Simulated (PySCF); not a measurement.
# Dy(CH3)2: other functionals and bases at one geometry

Aim: see how levels, charges and forces of Dy(CH3)2 depend on the level of theory. The structure is generated, not taken from experiment.

The runs use PySCF 2.14.0; several levels, as the steps say, no spin–orbit coupling.

1 further run of the same task is left out (for a known fault of the program).

## Step 1: The system as given

9 atoms, charge 0, spin multiplicity 1.

Bond lengths: Dy1–C2 2.520 Å, Dy1–C6 2.520 Å, C2–H3 1.107 Å, C2–H4 1.108 Å, C2–H5 1.108 Å, C6–H7 1.107 Å, C6–H8 1.108 Å, C6–H9 1.108 Å. Angles: C2–Dy1–C6 111.4°, Dy1–C2–H3 117.6°, Dy1–C2–H4 110.3°, Dy1–C2–H5 110.3°, H3–C2–H4 106.1°, H3–C2–H5 106.1°, H4–C2–H5 105.5°, Dy1–C6–H7 117.6°, Dy1–C6–H8 110.3°, Dy1–C6–H9 110.3°, H7–C6–H8 106.1°, H7–C6–H9 106.1°, H8–C6–H9 105.5°.

Geometry (Å):

| atom | x (Å) | y (Å) | z (Å) |
| --- | --- | --- | --- |
| Dy1 | 0.0000 | 0.0000 | -0.5738 |
| C2 | 2.0813 | 0.0000 | 0.8466 |
| H3 | 3.0585 | 0.0000 | 0.3255 |
| H4 | 2.0897 | 0.8822 | 1.5176 |
| H5 | 2.0897 | -0.8822 | 1.5176 |
| C6 | -2.0813 | 0.0000 | 0.8466 |
| H7 | -3.0585 | 0.0000 | 0.3255 |
| H8 | -2.0897 | -0.8822 | 1.5176 |
| H9 | -2.0897 | 0.8822 | 1.5176 |

Formal oxidation states: Dy +2. Each metal's 10 4f electrons lie in its core potential, so multiplicities, spins and levels count the valence alone. An earlier session relaxed this geometry at PBE0, Dy lcecp-0-SVP with ECP56, C def2-SVP, H def2-SVP (singlet, point group C2v).

At PBE0 on the finer grid: E = -110.521720 Eh, frontier levels not given, since the 4f levels lie in the core, Mulliken charge on Dy1 +0.77 e, largest force component 0.007 eV/Å. 

Levels to run: BP86; HF; PBE0, TZVP. Hardware: 2 threads of Arm Neoverse V2, shared host.

## Step 2: BP86

run.py (the lines that set the calculation)

```python
mol = gto.M(atom='''
Dy     0.00000     0.00000    -0.57377
C      2.08128     0.00000     0.84655
H      3.05853     0.00000     0.32549
H      2.08973     0.88217     1.51763
H      2.08973    -0.88217     1.51763
C     -2.08128     0.00000     0.84655
H     -3.05853     0.00000     0.32549
H     -2.08973    -0.88217     1.51763
H     -2.08973     0.88217     1.51763''',
    basis={'Dy': 'lcecp-0-SVP', 'C': 'def2-SVP', 'H': 'def2-SVP'},
    ecp={'Dy': 'lcecp-0-SVP'},
    charge=0, spin=0)
mf = dft.RKS(mol, xc='B88,P86')
mf.grids.atom_grid = (75, 302)  # f atoms: unpruned, at least (60, 302)
mf = mf.density_fit()  # fitting sets: Dy AutoAux, C def2-universal-JKFIT, H def2-universal-JKFIT
mf.conv_tol = 1e-08; mf.max_cycle = 55
mf.kernel(dm0)  # dm0: the density of the relaxed state
```

The run is started by

```bash
$ OMP_NUM_THREADS=2 python run.py
```

## Step 3: HF

run.py (the lines that set the calculation): that of step 2 with these lines changed.

```diff
@@ -13,4 +13,3 @@
     charge=0, spin=0)
-mf = dft.RKS(mol, xc='B88,P86')
-mf.grids.atom_grid = (75, 302)  # f atoms: unpruned, at least (60, 302)
+mf = scf.RHF(mol)
 mf = mf.density_fit()  # fitting sets: Dy AutoAux, C def2-universal-JKFIT, H def2-universal-JKFIT
```

## Step 4: PBE0, TZVP

Basis: Dy lcecp-0-TZVP with ECP56, C def2-TZVP, H def2-TZVP. 

run.py (the lines that set the calculation)

```python
mol = gto.M(atom='''
Dy     0.00000     0.00000    -0.57377
C      2.08128     0.00000     0.84655
H      3.05853     0.00000     0.32549
H      2.08973     0.88217     1.51763
H      2.08973    -0.88217     1.51763
C     -2.08128     0.00000     0.84655
H     -3.05853     0.00000     0.32549
H     -2.08973    -0.88217     1.51763
H     -2.08973     0.88217     1.51763''',
    basis={'Dy': 'lcecp-0-TZVP', 'C': 'def2-TZVP', 'H': 'def2-TZVP'},
    ecp={'Dy': 'lcecp-0-TZVP'},
    charge=0, spin=0)
mf = dft.RKS(mol, xc='PBE0')
mf.grids.atom_grid = (75, 302)  # f atoms: unpruned, at least (60, 302)
mf = mf.density_fit()  # fitting sets: Dy AutoAux, C def2-universal-JKFIT, H def2-universal-JKFIT
mf.conv_tol = 1e-08; mf.max_cycle = 55
mf.kernel(dm0)  # dm0: free metal ions and neutral atoms
```

Q: Predict the outcome of this session. Wanted: for each run, charge on Dy1; dipole; largest force.

As calculated:

| level | state | charge on Dy1 (e) | dipole (D) | largest force (eV/Å) | basis functions | time |
| --- | --- | --- | --- | --- | --- | --- |
| PBE0 (relaxed here) | singlet | 0.77 | 5.97 | 0.01 | 89 | 12 s |
| BP86 | singlet | 0.63 | 5.25 | 0.23 | 89 | 4.7 s |
| HF | singlet | 1.05 | 7.29 | 0.59 | 89 | 1.5 s |
| PBE0, TZVP | singlet | 1.20 | 6.30 | 0.25 | 145 | 9.9 s |

Times are on 2 threads of Arm Neoverse V2, shared host; the first row also made further properties.

The largest leftover force, 0.59 eV/Å with HF, stands at a geometry relaxed at another level. The Mulliken charge on Dy spans +0.63 to +1.20 e over the levels. With 4f in the core, its levels are missing from HOMO and gap. Total energies of different levels can't be compared. Spin–orbit coupling is left out throughout.
